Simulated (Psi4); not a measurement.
# CH7BSi2 (SMILES CB1[SiH2][SiH2]1) at HF/6-31G(d) (spherical functions)

Aim: the vertical singlet–triplet gap of CH7BSi2 at HF/6-31G* (spherical functions), from 2 runs. 

Program for the calculation: Psi4 1.11.

1 further run of the same task is left out (set aside as unsound or not needed). Runs told in other sessions of the task aren't counted.

### 1 The structure to begin with

CH7BSi2 has 11 atoms, charge 0, and is taken as a singlet. As SMILES, `CB1[SiH2][SiH2]1`. Geometry: relaxed at PBE0-D4/def2-TZVP.

Bond lengths: C1–B2 1.566 Å, B2–Si3 1.907 Å, B2–Si4 1.907 Å, C1–H5 1.092 Å, C1–H6 1.099 Å, C1–H7 1.092 Å, Si3–H8 1.482 Å, Si3–H9 1.489 Å, Si4–H10 1.489 Å, Si4–H11 1.482 Å. Some angles: C1–B2–Si3 130.2°, C1–B2–Si4 130.2°, Si3–B2–Si4 83.2°, B2–C1–H5 114.1°, B2–C1–H6 106.3°, B2–C1–H7 114.1°, B2–Si3–H8 124.3°, B2–Si3–H9 125.0°, B2–Si4–H10 124.9°, B2–Si4–H11 124.3°. A long bond or contact: Si3–Si4 2.531 Å.

### 2 Energy and forces at HF/6-31G(d) (spherical functions)

Input file job.dat:

```
memory 2200 mb

molecule {
  0 1
  C     -0.263900     1.793500     0.099500
  B     -0.450600     0.243000    -0.016600
  Si     0.018800    -1.148600     1.199400
  Si     0.210300    -0.982900    -1.318800
  H      0.165600     2.121800     1.048800
  H     -1.271300     2.229100     0.051100
  H      0.301000     2.238000    -0.723000
  H     -0.479200    -2.541300     1.107000
  H      0.876900    -0.975400     2.403900
  H      1.239000    -0.662800    -2.346600
  H     -0.281200    -2.371200    -1.484200
  symmetry c1
}

set basis 6-31G*
set puream true
set e_convergence 1e-09
set d_convergence 1e-08
set scf_type pk

e, wfn = gradient('hf', return_wfn=True)
oeprop(wfn, 'MULLIKEN_CHARGES', 'QUADRUPOLE', 'DIPOLE')
print_variables()
```

The run is started by

```sh
$ psi4 -n 1 job.dat job.out
```

job.out, shortened:

```text
[...]
  Running in c1 symmetry.
[...]
  Nuclear repulsion =  181.476428428229070
[...]
  Multiplicity = 1
[...]
  Nalpha       = 23
  Nbeta        = 23
[...]
    Number of basis functions: 78
[...]
   @RHF iter   1:  -644.26603714961163   -6.81245e-01   4.33320e-03 DIIS/ADIIS
[...]
   @RHF iter  12:  -644.36150571200915   -1.30740e-11   6.69625e-09 DIIS
[...]
    Orbital Energies [Eh]
    ---------------------
    Doubly Occupied:
       1A    -68.755689     2A    -68.755670     3A    -11.201292
       4A     -7.594951     5A     -6.122414     6A     -6.122347
       7A     -4.228057     8A     -4.227838     9A     -4.226605
      10A     -4.226555    11A     -4.225903    12A     -4.225842
      13A     -0.949263    14A     -0.786289    15A     -0.662865
      16A     -0.591328    17A     -0.556436    18A     -0.548816
      19A     -0.515657    20A     -0.469577    21A     -0.469521
      22A     -0.359049    23A     -0.294599
[...]
  @RHF Final Energy:  -644.36150571200915
   => Energetics <=
    Nuclear Repulsion Energy =            181.4764284282290703
    One-Electron Energy =               -1251.4427448188862400
    Two-Electron Energy =                 425.6048106786479366
    Total Energy =                       -644.3615057120091478
[...]
  -Total Gradient:
     Atom            X                  Y                   Z
    ------   -----------------  -----------------  -----------------
       1        0.001486850815    -0.013475262665    -0.000816706919
       2        0.004842804387     0.003876317075     0.000583434139
       3       -0.004951884315     0.008628986436    -0.008500869162
       4       -0.006329222573     0.007551876145     0.008687441438
       5        0.001168788403     0.000990672715     0.004548640548
       6       -0.004611776486     0.001141713905    -0.000275000778
       7        0.001801789697     0.001519505946    -0.004101523492
       8       -0.000184962487    -0.005326733945    -0.001958081542
       9        0.003302140517     0.000080073099     0.004051681887
      10        0.003885931003     0.000576444786    -0.003431692919
      11       -0.000410458962    -0.005563593501     0.001212676798
[...]
 Multipole Moments:
 ------------------------------------------------------------------------------------
     Multipole            Electronic (a.u.)      Nuclear  (a.u.)        Total (a.u.)
 ------------------------------------------------------------------------------------
 L = 1.  Multiply by 2.5417464519 to convert [e a0] to [Debye]
 Dipole X            :         -1.0777551            1.0274886           -0.0502665
 Dipole Y            :         -1.9949145            2.0835424            0.0886279
 Dipole Z            :         -0.2144815            0.2159402            0.0014587
 Magnitude           :                                                    0.1019007
 L = 2.  Multiply by 1.3450342976 to convert [e a0^2] to [Debye ang]
 Quadrupole XX       :        -55.3259486           22.8922294          -32.4337191
 Quadrupole XY       :         29.2014386          -29.2882938           -0.0868552
[...]
  Mulliken Charges: (a.u.)
   Center  Symbol    Alpha    Beta     Spin     Total
       1     C     3.34252  3.34252  0.00000 -0.68504
       2     B     2.48078  2.48078  0.00000  0.03844
       3    SI     6.87696  6.87696  0.00000  0.24609
       4    SI     6.87697  6.87697  0.00000  0.24607
       5     H     0.41100  0.41100  0.00000  0.17801
       6     H     0.41037  0.41037  0.00000  0.17927
       7     H     0.41099  0.41099  0.00000  0.17802
       8     H     0.54319  0.54319  0.00000 -0.08637
       9     H     0.55203  0.55203  0.00000 -0.10407
      10     H     0.55203  0.55203  0.00000 -0.10406
      11     H     0.54317  0.54317  0.00000 -0.08635
[...]
```

It took 4.8 s on 1 thread of Intel Xeon 6975P-C (Granite Rapids), shared host; peak memory 0.26 GiB.

### 3 The triplet at the same level

Input file ch7bsi2.py:

```python
import psi4

psi4.set_memory(2200000000)
psi4.set_num_threads(1)
psi4.core.set_output_file('output.dat', False)

geom = psi4.geometry("""
0 3
C
B 1 1.56601
Si 2 1.90671 1 130.23951
Si 2 1.906658 1 130.23309 3 -120.77895
H 1 1.092438 2 114.13197 4 -123.68006
H 1 1.09861 5 106.23887 2 116.74559
H 1 1.092336 5 109.19011 6 114.19403
H 3 1.481943 2 124.29123 1 165.73059
H 3 1.489011 8 110.69604 4 -144.61722
H 4 1.48898 2 124.93817 1 11.18595
H 4 1.481994 10 110.70012 2 177.3169
units angstrom
symmetry c1
no_reorient
no_com
""")

psi4.set_options({
    'basis': '6-31G*',
    'reference': 'uhf',
    'puream': True,
    'e_convergence': 1e-09,
    'd_convergence': 1e-08,
    'scf_type': 'pk',
    'maxiter': 100,
})

E, wfn = psi4.gradient('scf', return_wfn=True)
psi4.oeprop(wfn, 'MULLIKEN_CHARGES', 'MAYER_INDICES', 'LOWDIN_CHARGES', title='SCF')
print('gradient / Eh bohr^-1')
print(E.np.round(6))
print(f'energy = {wfn.energy():.10f} Eh')
```

The run is started by

```sh
$ python ch7bsi2.py
```

output.dat, shortened:

```text
[...]
  Running in c1 symmetry.
[...]
  Nuclear repulsion =  181.476423086420567
[...]
  Multiplicity = 3
[...]
  Nalpha       = 24
  Nbeta        = 22
[...]
    Number of basis functions: 78
[...]
   @UHF iter   1:  -644.15396670383882   -5.69174e-01   4.72529e-03 DIIS/ADIIS
[...]
   @UHF iter  20:  -644.26947102648103   -1.12550e-11   6.18926e-09 DIIS
[...]
   @S^2 Observed:                2.024498595E+00
[...]
  @UHF Final Energy:  -644.26947102648103
   => Energetics <=
    Nuclear Repulsion Energy =            181.4764230864205672
    One-Electron Energy =               -1251.2170977846565165
    Two-Electron Energy =                 425.4712036717549495
    Total Energy =                       -644.2694710264811420
  UHF NO Occupations:
  HONO-2 :   22  A 1.9930306
  HONO-1 :   23  A 1.0000000
  HONO-0 :   24  A 1.0000000
  LUNO+0 :   25  A 0.0069694
  LUNO+1 :   26  A 0.0023516
[...]
  -Total Gradient:
     Atom            X                  Y                   Z
    ------   -----------------  -----------------  -----------------
       1       -0.020688352516    -0.011681064061     0.018702947748
       2       -0.011346785696    -0.006590723752     0.001186892331
       3       -0.002985117526     0.032507083276    -0.010246809228
       4        0.026246426988    -0.019144165062    -0.010135128205
       5        0.003113395326    -0.004404635315    -0.001800869753
       6        0.005266540103     0.002991133100     0.007654461647
       7       -0.002145056129     0.004892857895    -0.001768433590
       8       -0.008893398877     0.005982518333     0.004786621156
       9        0.008889330694    -0.003071838691    -0.006583295347
      10        0.001928900918     0.009203212075    -0.006601488863
      11        0.000614116712    -0.010684377802     0.004805102106
[...]
```

The script printed:

```text
gradient / Eh bohr^-1
[[-0.020688 -0.011681  0.018703]
 [-0.011347 -0.006591  0.001187]
 [-0.002985  0.032507 -0.010247]
 [ 0.026246 -0.019144 -0.010135]
 [ 0.003113 -0.004405 -0.001801]
 [ 0.005267  0.002991  0.007654]
 [-0.002145  0.004893 -0.001768]
 [-0.008893  0.005983  0.004787]
 [ 0.008889 -0.003072 -0.006583]
 [ 0.001929  0.009203 -0.006601]
 [ 0.000614 -0.010684  0.004805]]
energy = -644.2694710265 Eh
```

Wall time 5.1 s (1 thread of Intel Xeon 6975P-C (Granite Rapids), shared host); peak memory 0.26 GiB.

### 4 Outcome

Level: HF/6-31G* (spherical functions).

| quantity | value |
| --- | --- |
| singlet: total energy | -644.36151 Eh |
| singlet: dipole moment | 0.26 D |
| singlet: HOMO energy | -8.02 eV |
| singlet: LUMO energy | 1.97 eV |
| singlet: HOMO–LUMO gap | 9.99 eV |
| singlet: largest force on an atom | 0.698 eV/Å |
| triplet: total energy | -644.26947 Eh |
| triplet: dipole moment | 1.12 D |
| triplet: HOMO energy (highest over α and β) | -5.57 eV |
| triplet: LUMO energy (lowest over α and β) | -0.61 eV |
| triplet: ⟨S²⟩ | 2.024 |
| triplet: largest force on an atom | 1.759 eV/Å |
| vertical energy of the triplet above the singlet | 2.504 eV |

What this shows: At this shape the triplet lies 2.50 eV (58 kcal/mol) above the singlet. The largest force (singlet) is 0.70 eV/Å: the shape isn't a stationary point for this species at this level. Mulliken charges (singlet) run from -0.69 on C1 to +0.25 on Si3. With no_com the log's rotational constants are taken about the origin, not the centre of mass, so they aren't the molecule's. Mulliken charges (triplet) run from -0.64 on C1 to +0.38 on Si4.
